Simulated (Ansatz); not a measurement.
# CH₄Cl₂OSSn: up Jacob's ladder to CCSD(T)

One table from this session's results is given with a row withheld; the runs are named, their logs left out.

Program: Ansatz 0.2.0, Gaussian basis. Level of theory: functionals in def2-TZVPP, the program's frozen cores in correlated methods. These are calculated values, not measurements.

Plan: PBE-D4, r2SCAN-D4, PBE0-D4, B3LYP-D4, ωB97X-V, ωB97M-V, B2PLYP; CCSD(T)/def2-TZVPP; MP2/def2-QZVPP; extrapolation to the limit.

## Structure used throughout

An earlier PBE0-D4 in a triple-zeta def2 set relaxation fixed the geometry. Sn takes the def2 core potential; no spin-orbit term is included.

SMILES `C[O][Sn]([SH])([Cl])[Cl]`, 10 atoms, charge 0, spin multiplicity 1.

Atoms are counted from 1 here; the program's logs count them from 0.

Bond lengths: C1–O2 1.416 Å, C1–H7 1.096 Å, C1–H8 1.092 Å, C1–H9 1.096 Å, O2–Sn3 1.938 Å, Sn3–S4 2.360 Å, Sn3–Cl5 2.309 Å, Sn3–Cl6 2.309 Å, S4–H10 1.347 Å. Angles: O2–C1–H7 111.9°, O2–C1–H8 107.2°, O2–C1–H9 112.0°, H7–C1–H8 108.4°, H7–C1–H9 108.8°, H8–C1–H9 108.4°, C1–O2–Sn3 120.6°, O2–Sn3–S4 105.7°, O2–Sn3–Cl5 109.2°, O2–Sn3–Cl6 109.1°, S4–Sn3–Cl5 113.7°, S4–Sn3–Cl6 113.8°, Cl5–Sn3–Cl6 105.3°, Sn3–S4–H10 89.4°.

Coordinates:

```mol
CH4Cl2OSSn
  3D, bonds by distance, orders not assigned

 10  9  0  0  0  0  0  0  0  0999 V2000
    1.6070    0.6362   -0.1174 C   0  0
    0.2109    0.8061    0.0433 O   0  0
   -0.9746   -0.7276    0.0471 Sn  0  0
   -3.1477    0.1457    0.3341 S   0  0
   -0.3281   -2.1811    1.7206 Cl  0  0
   -0.6957   -1.9034   -1.9204 Cl  0  0
    1.8550    0.1722   -1.0784 H   0  0
    2.0597    1.6297   -0.0877 H   0  0
    2.0419    0.0344    0.6883 H   0  0
   -2.6283    1.3880    0.3705 H   0  0
  1  2  8  0
  2  3  8  0
  3  4  8  0
  3  5  8  0
  3  6  8  0
  1  7  8  0
  1  8  8  0
  1  9  8  0
  4 10  8  0
M  END
```

The first run:

in.yaml

```yaml
crystal:
  periodic: [false, false, false]
  atoms:
    - {symbol: C, position_ang: [1.606992, 0.636160, -0.117401]}
    - {symbol: O, position_ang: [0.210878, 0.806088, 0.043312]}
    - {symbol: Sn, position_ang: [-0.974558, -0.727623, 0.047134]}
    - {symbol: S, position_ang: [-3.147683, 0.145710, 0.334095]}
    - {symbol: Cl, position_ang: [-0.328066, -2.181145, 1.720570]}
    - {symbol: Cl, position_ang: [-0.695745, -1.903413, -1.920392]}
    - {symbol: H, position_ang: [1.854964, 0.172171, -1.078403]}
    - {symbol: H, position_ang: [2.059658, 1.629682, -0.087743]}
    - {symbol: H, position_ang: [2.041858, 0.034408, 0.688272]}
    - {symbol: H, position_ang: [-2.628307, 1.387951, 0.370546]}
basis:
  gaussian: {orbitals: def2-TZVPP}
hamiltonian: {xc: pbe, dispersion: d4}
output: {forces: true, orbitals: {seedname: orbitals}}
```

Started as:

```
ansatz run in.yaml --threads 2 --pin off --events-out ev --progress --plain --max-ram 32768MiB --backend cuda --devices 0, --max-vram 18GiB
```

Steps of the session up to this table: PBE-D4 (GGA); r2SCAN-D4 (meta-GGA); PBE0-D4 (hybrid); B3LYP-D4 (hybrid); ωB97X-V (range-separated); ωB97M-V (range-separated); B2PLYP (double hybrid); CCSD(T) in def2-TZVPP; MP2 in def2-QZVPP.

One table of the session follows, with a row left open; its other results are not shown here.

| method | atomisation energy (kJ/mol) |
| --- | --- |
| PBE-D4 | 3329.8 |
| r2SCAN-D4 | 3278.5 |
| PBE0-D4 | 3255.6 |
| B3LYP-D4 | 3225.9 |
| ωB97X-V | 3283.7 |
| ωB97M-V | 3271.6 |
| B2PLYP | 3192.4 |
| HF/def2-TZVPP | 2257.4 |
| MP2/def2-TZVPP | 3237.5 |
| CCSD/def2-TZVPP | 3091.8 |
| CCSD(T)/def2-TZVPP | 3162.9 |
| MP2/CBS | ? |
| CCSD(T)/CBS | 3288.6 |

Estimate the missing values for MP2/CBS.

As computed: atomisation energy (kJ/mol): 3363.2. In the column «atomisation energy (kJ/mol)» it is the highest.
